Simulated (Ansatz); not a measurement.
# CH6AlNSi: the cost of one run

Method: RKS r2SCAN-D4/def2-TZVP; program: Ansatz 0.2.0.

### 1 Where the work starts

SMILES `C[N]1[AlH][SiH2]1`, 10 atoms, charge 0, spin multiplicity 1.

Atoms are counted from 1 here; the program's logs count them from 0.

Bond lengths: C1–N2 1.447 Å, C1–H5 1.111 Å, C1–H6 1.115 Å, C1–H7 1.115 Å, N2–Al3 1.801 Å, N2–Si4 1.811 Å, Al3–Si4 2.324 Å, Al3–H8 1.595 Å, Si4–H9 1.515 Å, Si4–H10 1.515 Å. Angles: N2–C1–H5 111.4°, N2–C1–H6 111.8°, N2–C1–H7 111.8°, H5–C1–H6 107.4°, H5–C1–H7 107.5°, H6–C1–H7 106.7°, C1–N2–Al3 149.9°, C1–N2–Si4 130.0°, Al3–N2–Si4 80.1°, N2–Al3–Si4 50.2°, N2–Al3–H8 136.0°, Si4–Al3–H8 173.9°, N2–Si4–Al3 49.8°, N2–Si4–H9 114.5°, N2–Si4–H10 114.8°, Al3–Si4–H9 126.8°, Al3–Si4–H10 126.8°, H9–Si4–H10 106.3°.

As a file:

| atom | x (Å) | y (Å) | z (Å) |
| --- | --- | --- | --- |
| C1 | -0.1567 | 1.4251 | -0.2086 |
| N2 | 0.1250 | 0.0062 | -0.2368 |
| Al3 | 0.8169 | -1.4292 | -1.0763 |
| Si4 | -0.2451 | -1.2784 | 0.9848 |
| H5 | 0.1857 | 1.9252 | -1.1393 |
| H6 | 0.3487 | 1.9302 | 0.6473 |
| H7 | -1.2474 | 1.6285 | -0.1017 |
| H8 | 1.5611 | -1.6998 | -2.4611 |
| H9 | -1.7216 | -1.4769 | 1.2606 |
| H10 | 0.4162 | -1.0819 | 2.3339 |

### 2 Relaxation

input.yaml

```yaml
crystal:
  periodic: [false, false, false]
  atoms:
    - { symbol: C, position_ang: [-0.156653, 1.425143, -0.208582] }
    - { symbol: "N", position_ang: [0.125028, 0.006192, -0.236801] }
    - { symbol: Al, position_ang: [0.816913, -1.429191, -1.076273] }
    - { symbol: Si, position_ang: [-0.245052, -1.278404, 0.984845] }
    - { symbol: H, position_ang: [0.185739, 1.925179, -1.139257] }
    - { symbol: H, position_ang: [0.348679, 1.930168, 0.647326] }
    - { symbol: H, position_ang: [-1.247374, 1.628468, -0.101738] }
    - { symbol: H, position_ang: [1.561135, -1.699799, -2.461079] }
    - { symbol: H, position_ang: [-1.721559, -1.476942, 1.260624] }
    - { symbol: H, position_ang: [0.416244, -1.081914, 2.333935] }
basis:
  gaussian: { orbitals: def2-TZVP }
hamiltonian:
  xc: r2scan
  dispersion: d4
output:
  forces: true
relax:
  f_tol: 0.003
  max_steps: 120
```

Launch:

```console
> ansatz run input.yaml --threads 1 --pin off --max-ram 2560MiB --backend cpu --events-out ev --progress --plain --runs-dir out
```

**Question.** How long does this run take on 1 thread of Intel Xeon at 2.50GHz (Skylake/Cascade Lake), shared host, and how much memory does it need?

About 3.3 min, with a peak of 0.23 GiB.
